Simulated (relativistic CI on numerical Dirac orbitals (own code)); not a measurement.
# Bi XXXVIII (Bi³⁷⁺): levels and lines

Aim: the low levels of Bi³⁷⁺, their labels and the strongest lines; further runs change one setting each.

The numbers are computed with relativistic CI on numerical Dirac orbitals (own code) version 4 (Dirac-Coulomb-Breit CI, KLI orbitals optimised for each configuration, model QED (radiative potential, 1s self-energy scaled to tabulated hydrogen-like ionisation energies)), except any that are marked as measured or tabulated.

## Step 1: What is computed

| Item | Value |
| --- | --- |
| ion | Bi³⁷⁺ (Bi XXXVIII) |
| nuclear charge | 83 |
| electrons | 46 |
| isotope | A = 209 |
| first configuration typed | [Kr] 4d10 |

The outer shells:

first configuration typed
```
[Kr] core
4d [↑↓][↑↓][↑↓][↑↓][↑↓]
```

## Step 2: The main run

Settings of the run:

```ini
atom Bi  Z=83  charge=37  electrons=46
nucleus A=209  rms_radius_fm=5.5211
hamiltonian dirac-coulomb  breit=on  qed=on  c_scale=1
orbitals kli  potential=per-configuration
slater_scale 1
correlation none
mixing on
configurations
  [Kr] 4d10
  [Kr] 4d9 4f
  [Ar] 3d10 4s2 4p5 4d10 4f
  [Ar] 3d10 4s 4p6 4d10 4f
  [Kr] 4d9 5s
  [Kr] 4d9 5p
  [Kr] 4d9 5d
  [Ar] 3d10 4s2 4p5 4d10 5s
  [Ar] 3d10 4p6 4d10 4f2
  [Ar] 3d10 4p6 4d9 4f3
  [Ar] 3d10 4p5 4d10 4f3
  [Ar] 3d10 4p6 4d9 4f2 5s
  [Ar] 3d10 4p6 4d9 4f2 5p
  [Ar] 3d10 4p6 4d9 4f2 5d
end
```

Started as:

```sh
$ python run_levels.py task.json out
```

task.json lists these runs, among others, and the program works through them in turn.

Main fields of the result record, rounded:

```text
{
  "status": "converged",
  "levels [i, E_cm, J2, conf, term, w_term, jj, w_jj, g, tau_s, breit_cm, qed_cm]": [
    [0, 0, 0, "4s2 4p6 4d10", "1S", 0.9999, "closed", 0.9999, "-", "-", 0, 0],
    [1, 1890450.5, 0, "4s2 4p6 4d9 4f", "3P*", 1, "4d5/2^5 4f5/2", 1, "-", "-", -3208, -467.1],
    [2, 1916868, 2, "4s2 4p6 4d9 4f", "3P*", 0.8065, "4d5/2^5 4f5/2", 0.8845, 1.302, 5.705e-09, -4337, -434.6],
    [3, 1958529.2, 10, "4s2 4p6 4d9 4f", "3H*", 0.5762, "4d5/2^5 4f5/2", 0.9942, 1.021, "-", -5539, -463.1],
    [4, 1961546.9, 4, "4s2 4p6 4d9 4f", "3D*", 0.5094, "4d5/2^5 4f5/2", 0.8729, 1.181, 7.116e-05, -4466, -429.6],
    [5, 1990302.8, 6, "4s2 4p6 4d9 4f", "3F*", 0.5809, "4d5/2^5 4f5/2", 0.9341, 1.087, 0.003942, -4669, -452.9],
    [6, 1997561.9, 8, "4s2 4p6 4d9 4f", "3G*", 0.4738, "4d5/2^5 4f5/2", 0.9821, 1.023, 0.002917, -4765, -459.3],
    [7, 2005858.4, 12, "4s2 4p6 4d9 4f", "3H*", 1, "4d5/2^5 4f7/2", 1, 1.162, 0.0007319, -8504, -230.8],
    [8, 2016572.3, 4, "4s2 4p6 4d9 4f", "1D*", 0.5064, "4d5/2^5 4f7/2", 0.8603, 1.049, 9.336e-06, -6718, -250.9],
    [9, 2053386.3, 8, "4s2 4p6 4d9 4f", "3F*", 0.649, "4d5/2^5 4f7/2", 0.9854, 1.149, 0.0002806, -7430, -231.3],
    [10, 2070559.5, 10, "4s2 4p6 4d9 4f", "3G*", 0.7943, "4d5/2^5 4f7/2", 0.9953, 1.155, 0.0001837, -7625, -228.8],
    [11, 2078866.9, 6, "4s2 4p6 4d9 4f", "3D*", 0.4434, "4d5/2^5 4f7/2", 0.9183, 1.109, 8.428e-05, -6795, -236.3],
    [12, 2108153.9, 2, "4s2 4p6 4d9 4f", "3D*", 0.7761, "4d5/2^5 4f7/2", 0.5066, 0.7006, 5.853e-12, -6931, -115.3],
    [13, 2200140.4, 8, "4s2 4p6 4d9 4f", "3H*", 0.7772, "4d3/2^3 4d5/2^6 4f5/2", 0.9749, 0.8417, 4.612e-06, -1.005e+04, 120.9],
    [14, 2216520.1, 4, "4s2 4p6 4d9 4f", "1D*", 0.4794, "4d3/2^3 4d5/2^6 4f5/2", 0.8669, 0.951, 4.192e-06, -9483, 148],
    [15, 2254726.1, 4, "4s2 4p6 4d9 4f", "3D*", 0.487, "4d3/2^3 4d5/2^6 4f7/2", 0.8536, 1.134, 4.778e-06, -1.084e+04, 320.7],
    [16, 2267785, 6, "4s2 4p6 4d9 4f", "3G*", 0.716, "4d3/2^3 4d5/2^6 4f5/2", 0.94, 0.8225, 3.891e-06, -9355, 137.6],
    [17, 2280057.3, 10, "4s2 4p6 4d9 4f", "1H*", 0.4237, "4d3/2^3 4d5/2^6 4f7/2", 0.9917, 1.043, 3.7e-06, -1.291e+04, 357.1],
    [18, 2309369.2, 6, "4s2 4p6 4d9 4f", "3F*", 0.3356, "4d3/2^3 4d5/2^6 4f7/2", 0.9339, 1.129, 3.793e-06, -1.172e+04, 339.9],
    [19, 2316597, 8, "4s2 4p6 4d9 4f", "3G*", 0.4773, "4d3/2^3 4d5/2^6 4f7/2", 0.9877, 1.067, 3.96e-06, -1.205e+04, 358.3],
    [20, 2599027.1, 2, "4s2 4p6 4d9 4f", "1P*", 0.961, "4d3/2^3 4d5/2^6 4f5/2", 0.5948, 0.9848, 1.303e-13, -8469, -20.84],
    [21, 3950009.6, 2, "4s2 4p5 4d10 4f", "3D", 0.9999, "4p3/2^3 4f5/2", 0.9999, 0.495, 6.786e-13, -1.385e+04, -2739],
    [22, 3990183.9, 4, "4s2 4p5 4d10 4f", "3D", 0.7063, "4p3/2^3 4f5/2", 0.8337, 1.015, 6.684e-13, -1.475e+04, -2699],
    [23, 3995575.4, 8, "4s2 4p5 4d10 4f", "3G", 0.5643, "4p3/2^3 4f5/2", 0.9984, 1.034, 6.629e-13, -1.498e+04, -2738],
    [24, 4024457.2, 6, "4s2 4p5 4d10 4f", "3F", 0.5452, "4p3/2^3 4f5/2", 0.9748, 1.015, 6.565e-13, -1.447e+04, -2733],
    [25, 4040006.9, 10, "4s2 4p5 4d10 4f", "3G", 0.9999, "4p3/2^3 4f7/2", 0.9999, 1.195, 6.686e-13, -1.791e+04, -2503],
    [26, 4070970.7, 6, "4s2 4p5 4d10 4f", "1F", 0.4929, "4p3/2^3 4f7/2", 0.9741, 1.119, 6.684e-13, -1.709e+04, -2507],
    [27, 4102993.3, 8, "4s2 4p5 4d10 4f", "3F", 0.6912, "4p3/2^3 4f7/2", 0.9986, 1.17, 6.51e-13, -1.725e+04, -2503],
    [28, 4127653.9, 4, "4s2 4p5 4d10 4f", "1D", 0.6307, "4p3/2^3 4f7/2", 0.8325, 0.9254, 6.972e-13, -1.638e+04, -2541],
    [29, 4380048.5, 6, "4s2 4p6 4d9 5s", "3D", 0.9997, "4d5/2^5 5s", 0.9997, 1.329, 9.59e-09, 588, 6530],
    [30, 4390340.4, 4, "4s2 4p6 4d9 5s", "1D", 0.5664, "4d5/2^5 5s", 0.9986, 1.067, 1.196e-09, 664.9, 6532],
    [31, 4631524.4, 2, "4s2 4p6 4d9 5s", "3D", 0.9996, "4d3/2^3 4d5/2^6 5s", 0.9996, 0.4927, 8.111e-09, -4029, 7131],
    [32, 4638450.5, 4, "4s2 4p6 4d9 5s", "3D", 0.5663, "4d3/2^3 4d5/2^6 5s", 0.9986, 1.089, 1.502e-09, -4183, 7131],
    [33, 4850707.3, 4, "4s2 4p6 4d9 5p", "3P*", 0.5327, "4d5/2^5 5p1/2", 0.995, 1.306, 3.742e-11, 5224, 929.9],
    [34, 4859417.6, 6, "4s2 4p6 4d9 5p", "3F*", 0.4598, "4d5/2^5 5p1/2", 0.9995, 1.102, 3.451e-11, 4950, 922.2],
    [35, 5105251.1, 4, "4s2 4p6 4d9 5p", "3F*", 0.7761, "4d3/2^3 4d5/2^6 5p1/2", 0.9973, 0.7543, 3.47e-11, 230.7, 1523],
    [36, 5121144.6, 2, "4s2 4p6 4d9 5p", "3D*", 0.4848, "4d3/2^3 4d5/2^6 5p1/2", 0.9956, 0.8577, 3.972e-13, 307.1, 1525],
    [37, 5231126.2, 6, "4s2 4p5 4d10 4f", "3G", 0.7124, "4p1/2 4p3/2^4 4f5/2", 0.999, 0.8252, 2.121e-13, -2.79e+04, -1900],
    [38, 5290753.9, 4, "4s2 4p5 4d10 4f", "3F", 0.442, "4p1/2 4p3/2^4 4f5/2", 0.9976, 0.8797, 2.161e-13, -2.72e+04, -1901],
    [39, 5299635.3, 6, "4s2 4p5 4d10 4f", "3D", 0.506, "4p1/2 4p3/2^4 4f7/2", 0.9983, 1.188, 2.127e-13, -2.992e+04, -1665],
    [40, 5314480.1, 8, "4s2 4p5 4d10 4f", "3G", 0.3947, "4p1/2 4p3/2^4 4f7/2", 0.9992, 1.081, 2.106e-13, -3.073e+04, -1664],
    [41, 5322252.3, 8, "4s2 4p6 4d9 5p", "3F*", 0.9999, "4d5/2^5 5p3/2", 0.9999, 1.246, 4.256e-12, 29.05, 1276],
    [42, 5331003.1, 4, "4s2 4p6 4d9 5p", "1D*", 0.5004, "4d5/2^5 5p3/2", 0.9916, 1.193, 4.533e-12, 270.6, 1285],
    [43, 5332487.6, 2, "4s2 4p6 4d9 5p", "1P*", 0.6052, "4d5/2^5 5p3/2", 0.9863, 1.139, 2.567e-13, 127.4, 1294],
    [44, 5349118.2, 6, "4s2 4p6 4d9 5p", "3D*", 0.72, "4d5/2^5 5p3/2", 0.9995, 1.237, 4.087e-12, 248.6, 1277],
    "... 43 more rows left out ..."
  ],
  "lines, the strongest and those to the lowest levels [upper, lower, type, S_au, A_per_s, branching]": [
    [4, 0, "M2", 2.003e-05, 1.303e+04, 0.927],
    [8, 0, "M2", 0.0001384, 1.034e+05, 0.9653],
    [8, 2, "M1", 0.4683, 2504, 0.02338],
    [14, 0, "M2", 9.113e-06, 1.092e+04, 0.04577],
    [14, 2, "M1", 0.2647, 3.843e+04, 0.1611],
    [15, 0, "M2", 1.66e-05, 2.167e+04, 0.1035],
    [20, 0, "E1", 0.6474, 7.676e+12, 1],
    [23, 3, "E1", 0.6086, 1.158e+12, 0.7677],
    [25, 7, "E1", 0.7242, 1.123e+12, 0.7507],
    [27, 10, "E1", 0.4507, 8.519e+11, 0.5546],
    [30, 0, "E2", 0.01824, 6.665e+08, 0.7974],
    [32, 0, "E2", 0.01215, 5.842e+08, 0.8774],
    [36, 0, "E1", 0.02742, 2.487e+12, 0.9879],
    [37, 13, "E1", 0.3727, 3.004e+12, 0.6372],
    [37, 16, "E1", 0.1558, 1.174e+12, 0.2489],
    [38, 14, "E1", 0.1442, 1.697e+12, 0.3667],
    [38, 16, "E1", 0.1255, 1.405e+12, 0.3035],
    [39, 15, "E1", 0.1774, 1.45e+12, 0.3083],
    [39, 18, "E1", 0.2065, 1.598e+12, 0.3399],
    [39, 19, "E1", 0.1668, 1.282e+12, 0.2727],
    [40, 17, "E1", 0.464, 2.918e+12, 0.6147],
    [40, 19, "E1", 0.2176, 1.32e+12, 0.2779],
    [43, 0, "E1", 0.03597, 3.684e+12, 0.9457],
    [62, 23, "E1", 0.3622, 1.346e+12, 0.5692],
    [64, 25, "E1", 0.4772, 1.392e+12, 0.5907],
    [66, 29, "E1", 0.449, 1.527e+12, 0.8597],
    [68, 0, "E1", 0.02738, 4.909e+12, 0.7366],
    [74, 32, "E1", 0.2282, 4.29e+12, 0.6226]
  ],
  "n_levels_all": 2548,
  "total_energy [Ha]": -20749.287984,
  "configurations [conf, odd, states, E_av_cm, breit_Ha, qed_Ha, corr_Ha]": [
    ["4s2 4p6 4d10", 0, 1, 740.817, 25.64, 17.84, "-"],
    ["4s2 4p6 4d9 4f", 1, 140, 2.12281e+06, 25.6, 17.84, "-"],
    ["4s2 4p5 4d10 4f", 0, 84, 4.45802e+06, 25.54, 17.83, "-"],
    ["4s 4p6 4d10 4f", 1, 28, 6.37482e+06, 25.56, 17.76, "-"],
    ["4s2 4p6 4d9 5s", 0, 20, 4.48577e+06, 25.63, 17.87, "-"],
    ["4s2 4p6 4d9 5p", 1, 60, 5.27636e+06, 25.63, 17.84, "-"],
    ["4s2 4p6 4d9 5d", 0, 100, 6.24257e+06, 25.61, 17.84, "-"],
    ["4s2 4p5 4d10 5s", 1, 12, 6.82925e+06, 25.57, 17.86, "-"],
    ["4p6 4d10 4f2", 0, 91, 1.27737e+07, 25.48, 17.69, "-"],
    ["4p6 4d9 4f3", 1, 3640, 1.49017e+07, 25.44, 17.69, "-"],
    ["4p5 4d10 4f3", 0, 2184, 1.71625e+07, 25.38, 17.68, "-"],
    ["4p6 4d9 4f2 5s", 0, 1820, 1.72644e+07, 25.47, 17.72, "-"],
    ["4p6 4d9 4f2 5p", 1, 5460, 1.80395e+07, 25.47, 17.69, "-"],
    ["4p6 4d9 4f2 5d", 0, 9100, 1.90004e+07, 25.45, 17.69, "-"]
  ],
  "radial 4s2 4p6 4d9 4f [Ha, bohr]": {"<r^-3>(4d)": 264.49, "<r^1>(4d)": 0.3732, "<r^2>(4d)": 0.15936, "<r^4>(4d)": 0.03741, "zeta(4d)": 0.45159, "<r^-3>(4f)": 60.904, "<r^1>(4f)": 0.35022, "<r^2>(4f)": 0.13949, "<r^4>(4f)": 0.030884, "<r^6>(4f)": 0.009974, "F2(4d,4f)": 1.231, "F4(4d,4f)": 0.80052, "G1(4d,4f)": 1.2621, "G3(4d,4f)": 0.8713, "G5(4d,4f)": 0.64049, "zeta(4f)": 0.085585},
  "ionisation_energy [eV]": 1783.26
}
```

Run time: 2.9 s. Hardware: 1 thread of Arm Neoverse N1, shared host.

The lowest levels, by name:

```
                      level  energy (eV)  LS purity (%)  jj purity (%)  radiative lifetime (s)
                   4d10 1S0         0.00            100            100                       -
                4d9 4f 3P°0       234.39            100            100                       -
                4d9 4f 3P°1       237.66             81             88                 5.7e-09
4d9 4f [4d5/2^5 4f5/2] J=5°       242.83             58             99                       -
4d9 4f [4d5/2^5 4f5/2] J=2°       243.20             51             87                 7.1e-05
4d9 4f [4d5/2^5 4f5/2] J=3°       246.77             58             93                  0.0039
4d9 4f [4d5/2^5 4f5/2] J=4°       247.67             47             98                  0.0029
                4d9 4f 3H°6       248.69            100            100                 0.00073
4d9 4f [4d5/2^5 4f7/2] J=2°       250.02             51             86                 9.3e-06
4d9 4f [4d5/2^5 4f7/2] J=4°       254.59             65             99                 0.00028
4d9 4f [4d5/2^5 4f7/2] J=5°       256.72             79            100                 0.00018
4d9 4f [4d5/2^5 4f7/2] J=3°       257.75             44             92                 8.4e-05
                4d9 4f 3D°1       261.38             78             51                 5.9e-12
                4d9 4f 3H°4       272.78             78             97                 4.6e-06
```

Where the configurations lie:

```
 configuration  levels among the lowest 60  parity  lowest (eV)  highest (eV)
          4d10                           1    even         0.00          0.00
        4d9 4f                          20     odd       234.39        322.24
   4p5 4d10 4f                          12    even       489.74        658.91
        4d9 5s                           4    even       543.06        575.09
        4d9 5p                          12     odd       601.41        693.81
        4d9 5d                          10    even       750.78        773.59
4s 4p6 4d10 4f                           1     odd       783.97        783.97
```

The strongest allowed lines among the lowest 88 of 2548 levels, ranked by gA:

```
                                upper                                lower  wavelength (nm)   A (1/s)
4p5 4d10 4f [4p1/2 4p3/2^4 4f7/2] J=4  4d9 4f [4d3/2^3 4d5/2^6 4f7/2] J=5°            3.296  2.92e+12
                          4d9 4f 1P°1                             4d10 1S0            3.848  7.68e+12
4p5 4d10 4f [4p1/2 4p3/2^4 4f5/2] J=3                          4d9 4f 3H°4            3.299     3e+12
        4p5 4d10 5s [4p3/2^3 5s] J=1°                             4d10 1S0            1.556  4.91e+12
  4p5 4d10 5s [4p1/2 4p3/2^4 5s] J=1°      4d9 5s [4d3/2^3 4d5/2^6 5s] J=2            3.300  4.29e+12
                  4s 4p6 4d10 4f 3F°4                      4p5 4d10 4f 3G5            4.257  1.39e+12
                      4p5 4d10 4f 3G5                          4d9 4f 3H°6            4.916  1.12e+12
4p5 4d10 4f [4p1/2 4p3/2^4 4f7/2] J=4  4d9 4f [4d3/2^3 4d5/2^6 4f7/2] J=4°            3.336  1.32e+12
4p5 4d10 4f [4p1/2 4p3/2^4 4f7/2] J=3  4d9 4f [4d3/2^3 4d5/2^6 4f7/2] J=3°            3.344   1.6e+12
          4d9 5p [4d5/2^5 5p3/2] J=1°                             4d10 1S0            1.875  3.68e+12
```

## Step 3: Non-relativistic limit (c × 1000)

Changes to the settings of step 2:

```diff
@@ -2,3 +2,3 @@
 nucleus A=209  rms_radius_fm=5.5211
-hamiltonian dirac-coulomb  breit=on  qed=on  c_scale=1
+hamiltonian dirac-coulomb  breit=off  qed=off  c_scale=1000
 orbitals kli  potential=per-configuration
```

Main fields:

```text
{
  "status": "converged",
  "levels [i, E_cm, J2, conf, term, w_term, w_jj]": [
    [0, 0, 0, "4s2 4p6 4d10", "1S", 0.9999, 0.9999],
    [1, 1879825.2, 0, "4s2 4p6 4d9 4f", "3P*", 1, 1],
    [2, 1879825.3, 2, "4s2 4p6 4d9 4f", "3P*", 1, 0.5143],
    [3, 1879825.4, 4, "4s2 4p6 4d9 4f", "3P*", 1, 0.5485],
    [4, 1931783.8, 12, "4s2 4p6 4d9 4f", "3H*", 1, 1],
    [5, 1931783.9, 10, "4s2 4p6 4d9 4f", "3H*", 1, 0.5143],
    [6, 1931784, 8, "4s2 4p6 4d9 4f", "3H*", 1, 0.8381],
    [7, 1967856.8, 4, "4s2 4p6 4d9 4f", "1D*", 0.9964, 0.4879],
    [8, 1967857.2, 2, "4s2 4p6 4d9 4f", "3D*", 1, 0.4571],
    [9, 1967857.3, 4, "4s2 4p6 4d9 4f", "3D*", 0.9964, 0.4879],
    [10, 1967857.3, 6, "4s2 4p6 4d9 4f", "3D*", 1, 0.4898],
    [11, 1968487.4, 8, "4s2 4p6 4d9 4f", "3F*", 0.9994, 0.6544],
    "... 188 more rows left out ..."
  ],
  "n_levels_all": 2548,
  "total_energy [Ha]": -19320.814499,
  "configurations [conf, odd, states, E_av_cm, breit_Ha, qed_Ha, corr_Ha]": [
    ["4s2 4p6 4d10", 0, 1, 519.274, 0, 0, "-"],
    ["4s2 4p6 4d9 4f", 1, 140, 1.97698e+06, 0, 0, "-"],
    ["4s2 4p5 4d10 4f", 0, 84, 3.67167e+06, 0, 0, "-"],
    ["4s 4p6 4d10 4f", 1, 28, 4.59842e+06, 0, 0, "-"],
    ["4s2 4p6 4d9 5s", 0, 20, 5.13687e+06, 0, 0, "-"],
    ["4s2 4p6 4d9 5p", 1, 60, 5.54599e+06, 0, 0, "-"],
    ["4s2 4p6 4d9 5d", 0, 100, 6.26374e+06, 0, 0, "-"],
    ["4s2 4p5 4d10 5s", 1, 12, 6.8336e+06, 0, 0, "-"],
    ["4p6 4d10 4f2", 0, 91, 9.22414e+06, 0, 0, "-"],
    ["4p6 4d9 4f3", 1, 3640, 1.12141e+07, 0, 0, "-"],
    ["4p5 4d10 4f3", 0, 2184, 1.28389e+07, 0, 0, "-"],
    ["4p6 4d9 4f2 5s", 0, 1820, 1.43376e+07, 0, 0, "-"],
    ["4p6 4d9 4f2 5p", 1, 5460, 1.47316e+07, 0, 0, "-"],
    ["4p6 4d9 4f2 5d", 0, 9100, 1.54449e+07, 0, 0, "-"]
  ]
}
```

It took 2 s on 1 thread of Arm Neoverse N1, shared host.

Shifts of the excitation energies against the main run, counted from its lowest level (eV): (levels that can't be paired are left out)

```
                      level  main run   shift
                4d9 4f 3P°0    234.39   -1.32
                4d9 4f 3P°1    237.66   -4.59
4d9 4f [4d5/2^5 4f5/2] J=5°    242.83   -3.32
                4d9 4f 3H°6    248.69   -9.18
4d9 4f [4d5/2^5 4f7/2] J=2°    250.02   -6.04
4d9 4f [4d5/2^5 4f7/2] J=4°    254.59  -10.53
                4d9 4f 3D°1    261.38  -17.39
```

## Step 4: The first configuration alone

Settings of the run:

```ini
atom Bi  Z=83  charge=37  electrons=46
nucleus A=209  rms_radius_fm=5.5211
hamiltonian dirac-coulomb  breit=on  qed=on  c_scale=1
orbitals kli  potential=per-configuration
slater_scale 1
correlation none
mixing on
configurations
  [Kr] 4d10
end
```

Main fields:

```text
{
  "status": "converged",
  "levels [i, E_cm, J2, conf, term, w_term, w_jj]": [
    [0, 0, 0, "4d10", "1S", 1, 1]
  ],
  "n_levels_all": 1,
  "total_energy [Ha]": -20749.284608,
  "configurations [conf, odd, states, E_av_cm, breit_Ha, qed_Ha, corr_Ha]": [
    ["4d10", 0, 1, 0, 25.64, 17.84, "-"]
  ]
}
```

Wall time 0.088 s (1 thread of Arm Neoverse N1, shared host).

## Step 5: What each setting moved

| run | time | mean size of shift, levels followed (cm⁻¹) | lowest level | ionisation energy (eV) |
| --- | --- | --- | --- | --- |
| main run | 2.9 s | 0 | 4d10 1S0 | 1783.3 |
| non-relativistic limit (c × 1000) | 2 s | 60343 | 4d10 1S0 | - |
| the first configuration alone | 0.088 s | - | 4d10 1S0 | - |

The tabulated theoretical ionisation energy (NIST) is 1784 eV.

## Step 6: Summary of results

| quantity | value |
| --- | --- |
| lowest level | 4d10 1S0 |
| first excitation | 4d9 4f 3P°0, 234.39 eV |
| lowest level of the other parity | 4d9 4f 3P°0, 234.39 eV |
| levels in the model | 2548 |
| fastest E1 line (by rate) to the lowest level among the lowest 88 of 2548 levels | 3.848 nm, from 4d9 4f 1P°1 |
| ionisation energy | 1783.3 eV |
| ionisation energy, tabulated theoretical (NIST) | 1784 eV |

What this shows: 4d10 1S0 comes out lowest; its LS label holds 100 % and its jj label 100 %; over the low levels the means are 69 and 92 %, so jj coupling describes them better. The ionisation energy agrees with the tabulated theoretical value within its uncertainty of 4 eV. The largest mover is «non-relativistic limit (c × 1000)» (60343 cm⁻¹ on average). Lifetimes count radiative decay inside the model alone.
